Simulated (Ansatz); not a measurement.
# Zn2Ga3Si3N8: the cost of one run

Method: DFT PBE, scalar-relativistic, plane waves, PAW, in Ansatz 0.2.0.

1 further run of the same task is left out (it didn't finish).

## Step 1: The starting structure

The cell holds 16 atoms (Ga3N8Si3Zn2): a = 4.997 Å, b = 6.169 Å, c = 6.169 Å, α = 120.00°, β = 90.00°, γ = 90.00°.

The sites of an ideal wurtzite lattice, at a guessed lattice constant, take 3 Ga, 3 Si, 2 Zn; 8 N (sublattices apart by semicolons), with a shake of 0.02 Å. Warren-Cowley parameters of the first shell (negative: unlike neighbours preferred): Ga-Si -0.04, Ga-Zn -0.11, Si-Zn -0.11. In a cell this small the draw can fall short of the order aimed at.

Coordinates:

```cif
data_structure
_symmetry_space_group_name_H-M 'P 1'
_symmetry_Int_Tables_number 1
_cell_length_a 4.9966
_cell_length_b 6.1687
_cell_length_c 6.1687
_cell_angle_alpha 120.000
_cell_angle_beta 90.000
_cell_angle_gamma 90.000
_cell_volume 164.66
loop_
_atom_site_label
_atom_site_type_symbol
_atom_site_fract_x
_atom_site_fract_y
_atom_site_fract_z
_atom_site_occupancy
N1 N 0.61380 0.16903 0.33145 1
N2 N 0.61818 0.16275 0.82261 1
N3 N 0.63012 0.66702 0.33841 1
N4 N 0.62655 0.66713 0.83773 1
N5 N 0.11817 0.34131 0.67088 1
N6 N 0.12490 0.32926 0.15993 1
N7 N 0.12488 0.84002 0.67293 1
N8 N 0.11783 0.83643 0.17178 1
Si1 Si 0.00219 0.66428 0.82786 1
Si2 Si 0.49839 0.32969 0.65694 1
Si3 Si 0.50228 0.83143 0.16129 1
Zn1 Zn 0.99488 0.66508 0.33110 1
Zn2 Zn 0.50296 0.82970 0.66849 1
Ga1 Ga 0.99782 0.16770 0.33876 1
Ga2 Ga 0.00772 0.16731 0.82827 1
Ga3 Ga 0.49764 0.33015 0.16366 1
```

## Step 2: Relaxation without symmetry, coarse mesh

A cheap relaxation: coarse mesh, no symmetry, loose thresholds.

File input.yaml:

```yaml
crystal:
  lattice:
    - [0.0, 0.0, -4.99661258]
    - [3.08432874, 5.34221408, 0.0]
    - [3.08432876, -5.34221408, 0.0]
  atoms:
    - { symbol: "N", position: [0.6138038681, 0.1690298428, 0.331448882] }
    - { symbol: "N", position: [0.6181781368, 0.1627506674, 0.8226067928] }
    - { symbol: "N", position: [0.6301174747, 0.6670168695, 0.3384096424] }
    - { symbol: "N", position: [0.6265505259, 0.6671265206, 0.8377307942] }
    - { symbol: "N", position: [0.1181662985, 0.3413136885, 0.6708799546] }
    - { symbol: "N", position: [0.1249016408, 0.3292576218, 0.1599263007] }
    - { symbol: "N", position: [0.1248792254, 0.8400239473, 0.6729308152] }
    - { symbol: "N", position: [0.1178349583, 0.836430091, 0.1717837648] }
    - { symbol: Si, position: [0.002187723, 0.664276471, 0.8278625782] }
    - { symbol: Si, position: [0.4983920066, 0.3296925755, 0.6569368241] }
    - { symbol: Si, position: [0.5022810612, 0.831430724, 0.1612870985] }
    - { symbol: Zn, position: [0.9948795961, 0.6650826827, 0.3310981184] }
    - { symbol: Zn, position: [0.5029627246, 0.829696416, 0.6684851136] }
    - { symbol: Ga, position: [0.9978165249, 0.1676969544, 0.3387579068] }
    - { symbol: Ga, position: [0.0077155197, 0.1673125557, 0.8282687717] }
    - { symbol: Ga, position: [0.4976425572, 0.3301523083, 0.1636583153] }
  symmetry: { detect: false }
basis:
  ecutwfc: 420
kpoints:
  mp_grid: { grid: [3, 3, 3], shift: [0.0, 0.0, 0.0] }
hamiltonian:
  xc: pbe
scf:
  occupations: { method: gaussian, width: 0.1 }
  lower_state_search: "off"
output:
  forces: true
  stress: true
  eigenvalues: true
relax:
  adjacent_minimum: "off"
  f_tol: 0.04
  max_steps: 50
  cell: { stress_tol: 0.3 }
```

Started as:

```
$ ansatz run input.yaml --threads 4 --pin off --max-ram 9216MiB --backend cpu --events-out ev --progress --plain --runs-dir out
```

What time and memory should one allow on 4 threads of Arm Neoverse N1, shared host?

About 2.3 min, with a peak of 0.69 GiB.
